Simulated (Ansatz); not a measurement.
# CH5BOSi: basis-set convergence

The task here is to estimate one member of a computed series from the others.

Method: one geometry, several basis sets; program: Ansatz 0.2.0, Gaussian basis.

Plan: PBE0-D4/def2-SVP; ωB97M-V/def2-SVP; PBE0-D4/def2-QZVPP; ωB97M-V/def2-QZVPP; the functionals' def2-TZVPP values are taken from earlier runs.

## The geometry

An earlier PBE0-D4 in a triple-zeta def2 set relaxation fixed the geometry.

9 atoms, charge 0, spin multiplicity 1.

Atoms are counted from 1 here; the program's logs count them from 0.

Bond lengths: Si1–B2 1.997 Å, Si1–H5 1.488 Å, Si1–H6 1.487 Å, Si1–H7 1.486 Å, B2–C3 1.520 Å, B2–O4 1.332 Å, C3–O4 1.488 Å, C3–H8 1.086 Å, C3–H9 1.086 Å. Angles: B2–Si1–H5 108.8°, B2–Si1–H6 108.8°, B2–Si1–H7 112.3°, H5–Si1–H6 108.4°, H5–Si1–H7 109.2°, H6–Si1–H7 109.2°, Si1–B2–C3 158.1°, Si1–B2–O4 139.4°, C3–B2–O4 62.5°, B2–C3–O4 52.6°, B2–C3–H8 122.1°, B2–C3–H9 122.1°, O4–C3–H8 112.8°, O4–C3–H9 112.8°, H8–C3–H9 115.0°, B2–O4–C3 64.9°.

The first run:

File in.yaml:

```yaml
crystal:
  periodic: [false, false, false]
  atoms:
    - {symbol: Si, position_ang: [-0.617385, 1.087473, -1.056798]}
    - {symbol: B, position_ang: [0.328716, -0.175071, 0.167853]}
    - {symbol: C, position_ang: [0.497714, -1.267563, 1.211091]}
    - {symbol: O, position_ang: [1.571538, -0.507490, 0.514891]}
    - {symbol: H, position_ang: [-1.460875, 0.302117, -1.997230]}
    - {symbol: H, position_ang: [-1.506896, 1.963952, -0.248590]}
    - {symbol: H, position_ang: [0.326411, 1.931491, -1.834164]}
    - {symbol: H, position_ang: [0.491210, -2.321561, 0.949474]}
    - {symbol: H, position_ang: [0.458167, -1.059647, 2.276273]}
basis:
  gaussian: {orbitals: def2-SVP}
hamiltonian: {xc: pbe0, dispersion: d4}
output: {orbitals: {seedname: orbitals}}
```

Started as:

```
> ansatz run in.yaml --threads 2 --pin off --events-out ev --progress --plain --max-ram 4352MiB
```

Among the steps run: PBE0-D4 in def2-SVP; ωB97M-V in def2-SVP; PBE0-D4 in def2-QZVPP; ωB97M-V in def2-QZVPP.

One table of the session follows, with a row left open; its other results are not shown here.

It belongs to the step «Density functionals: the series». 

| functional | basis | HOMO (eV) |
| --- | --- | --- |
| PBE0-D4 | def2-SVP | -7.96 |
| PBE0-D4 | def2-TZVPP | -7.97 |
| PBE0-D4 | def2-QZVPP | -7.98 |
| ωB97M-V | def2-SVP | ? |
| ωB97M-V | def2-TZVPP | -10.20 |
| ωB97M-V | def2-QZVPP | -10.21 |

Estimate the missing values for ωB97M-V, def2-SVP.

The run gave: HOMO (eV): -10.17. In the column «HOMO (eV)» it lies between ωB97M-V, def2-TZVPP (-10.20) and PBE0-D4, def2-QZVPP (-7.98).
